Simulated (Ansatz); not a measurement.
**C4H10O2Si: ionisation energy by level of theory**

An exercise on one series of results from a longer session: the logs are not shown, and one member is left open.

Program: Ansatz 0.2.0, Gaussian basis. Level of theory: unrestricted cation, the program's frozen cores in correlated methods. These are calculated values, not measurements.

Plan: UKS PBE-D4/def2-TZVPP; UKS r2SCAN-D4/def2-TZVPP; UKS PBE0-D4/def2-TZVPP; UKS B3LYP-D4/def2-TZVPP; UKS wB97X-V/def2-TZVPP; UKS wB97M-V/def2-TZVPP; UKS B2PLYP/def2-TZVPP; UHF-CCSD(T)/def2-TZVPP; UHF-MP2/def2-QZVPP; extrapolation to the limit; then −ε(HOMO) from the neutral's earlier runs with LDA (SPW92), PBE-D4, revPBE-D4, BLYP-D4, r2SCAN-D4, B97M-V, PBE0-D4, B3LYP-D4, r2SCANh-D4, r2SCAN0-D4, HSE06-D4, BHLYP-D4, CAM-B3LYP-D4, LC-ωPBE, ωB97X-V, ωB97M-V.

### Structure used throughout

All runs share one geometry, relaxed beforehand with PBE0-D4 in a triple-zeta def2 set.

SMILES `CC(C)(C)O[Si]O`, 17 atoms, charge 0, spin multiplicity 1.

Atoms are counted from 1 here; the program's logs count them from 0.

Bond lengths: C1–C2 1.522 Å, C1–H8 1.092 Å, C1–H9 1.093 Å, C1–H10 1.093 Å, C2–C3 1.520 Å, C2–C4 1.521 Å, C2–O5 1.429 Å, C3–H11 1.092 Å, C3–H12 1.092 Å, C3–H13 1.092 Å, C4–H14 1.092 Å, C4–H15 1.092 Å, C4–H16 1.092 Å, O5–Si6 1.653 Å, Si6–O7 1.648 Å, O7–H17 0.964 Å. Angles: C2–C1–H8 109.9°, C2–C1–H9 111.2°, C2–C1–H10 111.2°, H8–C1–H9 108.2°, H8–C1–H10 108.2°, H9–C1–H10 108.1°, C1–C2–C3 110.4°, C1–C2–C4 110.4°, C1–C2–O5 111.6°, C3–C2–C4 110.7°, C3–C2–O5 106.8°, C4–C2–O5 106.8°, C2–C3–H11 110.2°, C2–C3–H12 110.7°, C2–C3–H13 110.4°, H11–C3–H12 108.6°, H11–C3–H13 108.4°, H12–C3–H13 108.4° and more.

Coordinates:

```xyz
17
C4H10O2Si
C     1.2330    0.9758    0.3826
C     0.1812   -0.1079    0.1954
C     0.8192   -1.3806   -0.3386
C    -0.5412   -0.3790    1.5056
O    -0.8147    0.2835   -0.7516
Si   -1.0105    1.6610   -1.6447
O    -2.3933    1.2537   -2.4428
H     1.9786    0.6484    1.1105
H     1.7469    1.1939   -0.5568
H     0.7843    1.9028    0.7482
H     0.0569   -2.1448   -0.5013
H     1.5569   -1.7689    0.3672
H     1.3201   -1.1855   -1.2894
H    -1.3157   -1.1343    1.3597
H     0.1570   -0.7380    2.2650
H    -1.0146    0.5332    1.8752
H    -2.7632    0.3862   -2.2442
```

Set-up of the first run:

in.yaml reads:

```yaml
crystal:
  periodic: [false, false, false]
  atoms:
    - {symbol: C, position_ang: [1.232995, 0.975811, 0.382623]}
    - {symbol: C, position_ang: [0.181190, -0.107908, 0.195404]}
    - {symbol: C, position_ang: [0.819236, -1.380561, -0.338600]}
    - {symbol: C, position_ang: [-0.541180, -0.378983, 1.505603]}
    - {symbol: O, position_ang: [-0.814696, 0.283481, -0.751602]}
    - {symbol: Si, position_ang: [-1.010457, 1.661003, -1.644669]}
    - {symbol: O, position_ang: [-2.393277, 1.253673, -2.442760]}
    - {symbol: H, position_ang: [1.978648, 0.648414, 1.110466]}
    - {symbol: H, position_ang: [1.746919, 1.193935, -0.556796]}
    - {symbol: H, position_ang: [0.784320, 1.902760, 0.748224]}
    - {symbol: H, position_ang: [0.056917, -2.144753, -0.501254]}
    - {symbol: H, position_ang: [1.556886, -1.768907, 0.367237]}
    - {symbol: H, position_ang: [1.320079, -1.185458, -1.289359]}
    - {symbol: H, position_ang: [-1.315672, -1.134275, 1.359731]}
    - {symbol: H, position_ang: [0.157036, -0.738036, 2.265021]}
    - {symbol: H, position_ang: [-1.014638, 0.533198, 1.875217]}
    - {symbol: H, position_ang: [-2.763203, 0.386202, -2.244187]}
basis:
  gaussian: {orbitals: def2-TZVPP}
total_charge: 1
magnetization: {spin_polarized: true, initial_magnetization: 1}
hamiltonian: {xc: pbe, dispersion: d4}
```

Launch:

```sh
> ansatz run in.yaml --threads 2 --pin off --events-out ev --progress --plain --max-ram 32768MiB --backend cuda --devices 0, --max-vram 18GiB
```

Among the steps run: Cation, UKS PBE-D4/def2-TZVPP; Cation, UKS r2SCAN-D4/def2-TZVPP; Cation, UKS PBE0-D4/def2-TZVPP; Cation, UKS B3LYP-D4/def2-TZVPP; Cation, UKS wB97X-V/def2-TZVPP; Cation, UKS wB97M-V/def2-TZVPP; Cation, UKS B2PLYP (frozen core)/def2-TZVPP; Cation, UHF-CCSD(T)/def2-TZVPP; Cation, UHF-MP2/def2-QZVPP.

One table of the session follows, with a row left open; its other results are not shown here.

It belongs to the step «Ionisation energies side by side». Orbital estimates, from the neutral's runs:

| functional | −ε(HOMO) (eV) |
| --- | --- |
| LDA (SPW92) | 5.73 |
| PBE-D4 | 5.61 |
| revPBE-D4 | 5.55 |
| BLYP-D4 | 5.50 |
| r2SCAN-D4 | 5.80 |
| B97M-V | 5.92 |
| PBE0-D4 | 6.75 |
| B3LYP-D4 | 6.57 |
| r2SCANh-D4 | 6.23 |
| r2SCAN0-D4 | 6.88 |
| HSE06-D4 | 6.35 |
| BHLYP-D4 | 7.80 |
| CAM-B3LYP-D4 | ? |
| LC-ωPBE | 9.36 |
| ωB97X-V | 9.06 |
| ωB97M-V | 8.93 |

**Question.** Estimate the row for CAM-B3LYP-D4.

The run gave: −ε(HOMO) (eV): 8.09. In the column «−ε(HOMO) (eV)» it lies between BHLYP-D4 (7.80) and ωB97M-V (8.93).
